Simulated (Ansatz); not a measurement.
# 128-atom supercell of zincblende MgS

Aim: the perfect cell at several levels of theory (PBEsol, HSE06 and r²SCAN), as the reference that defects and stacks are counted from.

All numbers are computed with Ansatz 0.2.0 (PAW, plane waves).

### 1 The starting cell

128 atoms (64 Mg, 64 S); a = 15.985 Å, b = 15.985 Å, c = 15.985 Å, α = 60.00°, β = 60.00°, γ = 60.00°.

Plan of the steps: (2) PBEsol single point at the single k point (¼, ¼, ¼), on 1 × data-centre GPU with 8 threads; (3) HSE06 single point at the single k point (¼, ¼, ¼), on 1 × data-centre GPU with 8 threads; (4) r²SCAN single point at the single k point (¼, ¼, ¼), on 1 × data-centre GPU with 8 threads.

### 2 PBEsol single point

Input file in.yaml:

```yaml
crystal:
  lattice:
    - [0.000000, 11.303065, 11.303065]
    - [11.303065, 0.000000, 11.303065]
    - [11.303065, 11.303065, 0.000000]
  atoms:
    - { symbol: Mg, position: [0.000000, 0.000000, 0.000000] }
    - { symbol: Mg, position: [0.500000, 0.000000, 0.000000] }
    - { symbol: Mg, position: [0.000000, 0.500000, 0.000000] }
    - { symbol: Mg, position: [0.000000, 0.000000, 0.500000] }
    - { symbol: Mg, position: [0.250000, 0.250000, 0.250000] }
    - { symbol: Mg, position: [0.500000, 0.500000, 0.000000] }
    - { symbol: Mg, position: [0.500000, 0.000000, 0.500000] }
    - { symbol: Mg, position: [0.750000, 0.250000, 0.250000] }
    - { symbol: Mg, position: [0.000000, 0.500000, 0.500000] }
    - { symbol: Mg, position: [0.250000, 0.750000, 0.250000] }
    - { symbol: Mg, position: [0.250000, 0.250000, 0.750000] }
    - { symbol: Mg, position: [0.500000, 0.500000, 0.500000] }
    - { symbol: Mg, position: [0.750000, 0.750000, 0.250000] }
    - { symbol: Mg, position: [0.750000, 0.250000, 0.750000] }
    - { symbol: Mg, position: [0.250000, 0.750000, 0.750000] }
    - { symbol: Mg, position: [0.750000, 0.750000, 0.750000] }
    - { symbol: Mg, position: [0.000000, 0.000000, 0.250000] }
    - { symbol: Mg, position: [0.250000, 0.250000, 0.000000] }
    - { symbol: Mg, position: [0.500000, 0.000000, 0.250000] }
    - { symbol: Mg, position: [0.750000, 0.250000, 0.000000] }
    - { symbol: Mg, position: [0.000000, 0.500000, 0.250000] }
    - { symbol: Mg, position: [0.250000, 0.750000, 0.000000] }
    - { symbol: Mg, position: [0.000000, 0.000000, 0.750000] }
    - { symbol: Mg, position: [0.250000, 0.250000, 0.500000] }
    - { symbol: Mg, position: [0.500000, 0.500000, 0.250000] }
    - { symbol: Mg, position: [0.750000, 0.750000, 0.000000] }
    - { symbol: Mg, position: [0.500000, 0.000000, 0.750000] }
    - { symbol: Mg, position: [0.750000, 0.250000, 0.500000] }
    - { symbol: Mg, position: [0.000000, 0.500000, 0.750000] }
    - { symbol: Mg, position: [0.250000, 0.750000, 0.500000] }
    - { symbol: Mg, position: [0.500000, 0.500000, 0.750000] }
    - { symbol: Mg, position: [0.750000, 0.750000, 0.500000] }
    - { symbol: Mg, position: [0.000000, 0.250000, 0.000000] }
    - { symbol: Mg, position: [0.250000, 0.000000, 0.250000] }
    - { symbol: Mg, position: [0.500000, 0.250000, 0.000000] }
    - { symbol: Mg, position: [0.750000, 0.000000, 0.250000] }
    - { symbol: Mg, position: [0.000000, 0.750000, 0.000000] }
    - { symbol: Mg, position: [0.000000, 0.250000, 0.500000] }
    - { symbol: Mg, position: [0.250000, 0.500000, 0.250000] }
    - { symbol: Mg, position: [0.500000, 0.750000, 0.000000] }
    - { symbol: Mg, position: [0.250000, 0.000000, 0.750000] }
    - { symbol: Mg, position: [0.500000, 0.250000, 0.500000] }
    - { symbol: Mg, position: [0.750000, 0.500000, 0.250000] }
    - { symbol: Mg, position: [0.750000, 0.000000, 0.750000] }
    - { symbol: Mg, position: [0.000000, 0.750000, 0.500000] }
    - { symbol: Mg, position: [0.250000, 0.500000, 0.750000] }
    - { symbol: Mg, position: [0.500000, 0.750000, 0.500000] }
    - { symbol: Mg, position: [0.750000, 0.500000, 0.750000] }
    - { symbol: Mg, position: [0.250000, 0.000000, 0.000000] }
    - { symbol: Mg, position: [0.750000, 0.000000, 0.000000] }
    - { symbol: Mg, position: [0.000000, 0.250000, 0.250000] }
    - { symbol: Mg, position: [0.250000, 0.500000, 0.000000] }
    - { symbol: Mg, position: [0.250000, 0.000000, 0.500000] }
    - { symbol: Mg, position: [0.500000, 0.250000, 0.250000] }
    - { symbol: Mg, position: [0.750000, 0.500000, 0.000000] }
    - { symbol: Mg, position: [0.750000, 0.000000, 0.500000] }
    - { symbol: Mg, position: [0.000000, 0.750000, 0.250000] }
    - { symbol: Mg, position: [0.000000, 0.250000, 0.750000] }
    - { symbol: Mg, position: [0.250000, 0.500000, 0.500000] }
    - { symbol: Mg, position: [0.500000, 0.750000, 0.250000] }
    - { symbol: Mg, position: [0.500000, 0.250000, 0.750000] }
    - { symbol: Mg, position: [0.750000, 0.500000, 0.500000] }
    - { symbol: Mg, position: [0.000000, 0.750000, 0.750000] }
    - { symbol: Mg, position: [0.500000, 0.750000, 0.750000] }
    - { symbol: S, position: [0.062500, 0.062500, 0.062500] }
    - { symbol: S, position: [0.562500, 0.062500, 0.062500] }
    - { symbol: S, position: [0.062500, 0.562500, 0.062500] }
    - { symbol: S, position: [0.062500, 0.062500, 0.562500] }
    - { symbol: S, position: [0.312500, 0.312500, 0.312500] }
    - { symbol: S, position: [0.562500, 0.562500, 0.062500] }
    - { symbol: S, position: [0.562500, 0.062500, 0.562500] }
    - { symbol: S, position: [0.812500, 0.312500, 0.312500] }
    - { symbol: S, position: [0.062500, 0.562500, 0.562500] }
    - { symbol: S, position: [0.312500, 0.812500, 0.312500] }
    - { symbol: S, position: [0.312500, 0.312500, 0.812500] }
    - { symbol: S, position: [0.562500, 0.562500, 0.562500] }
    - { symbol: S, position: [0.812500, 0.812500, 0.312500] }
    - { symbol: S, position: [0.812500, 0.312500, 0.812500] }
    - { symbol: S, position: [0.312500, 0.812500, 0.812500] }
    - { symbol: S, position: [0.812500, 0.812500, 0.812500] }
    - { symbol: S, position: [0.062500, 0.062500, 0.312500] }
    - { symbol: S, position: [0.312500, 0.312500, 0.062500] }
    - { symbol: S, position: [0.562500, 0.062500, 0.312500] }
    - { symbol: S, position: [0.812500, 0.312500, 0.062500] }
    - { symbol: S, position: [0.062500, 0.562500, 0.312500] }
    - { symbol: S, position: [0.312500, 0.812500, 0.062500] }
    - { symbol: S, position: [0.062500, 0.062500, 0.812500] }
    - { symbol: S, position: [0.312500, 0.312500, 0.562500] }
    - { symbol: S, position: [0.562500, 0.562500, 0.312500] }
    - { symbol: S, position: [0.812500, 0.812500, 0.062500] }
    - { symbol: S, position: [0.562500, 0.062500, 0.812500] }
    - { symbol: S, position: [0.812500, 0.312500, 0.562500] }
    - { symbol: S, position: [0.062500, 0.562500, 0.812500] }
    - { symbol: S, position: [0.312500, 0.812500, 0.562500] }
    - { symbol: S, position: [0.562500, 0.562500, 0.812500] }
    - { symbol: S, position: [0.812500, 0.812500, 0.562500] }
    - { symbol: S, position: [0.062500, 0.312500, 0.062500] }
    - { symbol: S, position: [0.312500, 0.062500, 0.312500] }
    - { symbol: S, position: [0.562500, 0.312500, 0.062500] }
    - { symbol: S, position: [0.812500, 0.062500, 0.312500] }
    - { symbol: S, position: [0.062500, 0.812500, 0.062500] }
    - { symbol: S, position: [0.062500, 0.312500, 0.562500] }
    - { symbol: S, position: [0.312500, 0.562500, 0.312500] }
    - { symbol: S, position: [0.562500, 0.812500, 0.062500] }
    - { symbol: S, position: [0.312500, 0.062500, 0.812500] }
    - { symbol: S, position: [0.562500, 0.312500, 0.562500] }
    - { symbol: S, position: [0.812500, 0.562500, 0.312500] }
    - { symbol: S, position: [0.812500, 0.062500, 0.812500] }
    - { symbol: S, position: [0.062500, 0.812500, 0.562500] }
    - { symbol: S, position: [0.312500, 0.562500, 0.812500] }
    - { symbol: S, position: [0.562500, 0.812500, 0.562500] }
    - { symbol: S, position: [0.812500, 0.562500, 0.812500] }
    - { symbol: S, position: [0.312500, 0.062500, 0.062500] }
    - { symbol: S, position: [0.812500, 0.062500, 0.062500] }
    - { symbol: S, position: [0.062500, 0.312500, 0.312500] }
    - { symbol: S, position: [0.312500, 0.562500, 0.062500] }
    - { symbol: S, position: [0.312500, 0.062500, 0.562500] }
    - { symbol: S, position: [0.562500, 0.312500, 0.312500] }
    - { symbol: S, position: [0.812500, 0.562500, 0.062500] }
    - { symbol: S, position: [0.812500, 0.062500, 0.562500] }
    - { symbol: S, position: [0.062500, 0.812500, 0.312500] }
    - { symbol: S, position: [0.062500, 0.312500, 0.812500] }
    - { symbol: S, position: [0.312500, 0.562500, 0.562500] }
    - { symbol: S, position: [0.562500, 0.812500, 0.312500] }
    - { symbol: S, position: [0.562500, 0.312500, 0.812500] }
    - { symbol: S, position: [0.812500, 0.562500, 0.562500] }
    - { symbol: S, position: [0.062500, 0.812500, 0.812500] }
    - { symbol: S, position: [0.562500, 0.812500, 0.812500] }
  symmetry: { detect: false }
kpoints:
  mp_grid: { grid: [1, 1, 1], shift: [0.25, 0.25, 0.25] }
hamiltonian:
  xc: pbesol
scf:
  occupations: { method: fermi_dirac, width: 0.01 }
output:
  forces: true
  eigenvalues: true
  stress: true
  populations: true
  eigenstates: { kpoints: [[0.25, 0.25, 0.25]], e_range: [-6.0, 6.0], localisation: true }
```

### 3 HSE06 on the same atoms

in.yaml, as its differences from that of step 2:

```diff
@@ -138,3 +138,3 @@
 hamiltonian:
-  xc: pbesol
+  xc: hse06
 scf:
@@ -144,3 +144,2 @@
   eigenvalues: true
-  stress: true
   populations: true
```

### 4 r²SCAN on the same atoms

in.yaml, as its differences from that of step 3:

```diff
@@ -138,3 +138,3 @@
 hamiltonian:
-  xc: hse06
+  xc: r2scan
 scf:
```

Before running it: what results should come out? Wanted: for each run, top filled to lowest empty; energy; pressure.

As calculated:

```
 level         time  top filled to lowest empty (eV)  energy (eV/atom)  pressure (GPa)
PBEsol   33 s (GPU)                             3.54        -1399.8770            0.06
 HSE06  3 min (GPU)                             4.78        -1414.8597               -
r²SCAN   42 s (GPU)                             4.37        -1417.7535               -
```

**What this shows.** At the same k points, PBEsol gives a spacing 1.24 eV smaller and r²SCAN gives a spacing 0.40 eV smaller than the 4.78 eV of HSE06. Exact exchange costs time: HSE06 ran about 5.5 times as long as PBEsol on the same kind of device. With one k point the spacing samples only the states that fold onto it, so it can exceed the gap over the zone.
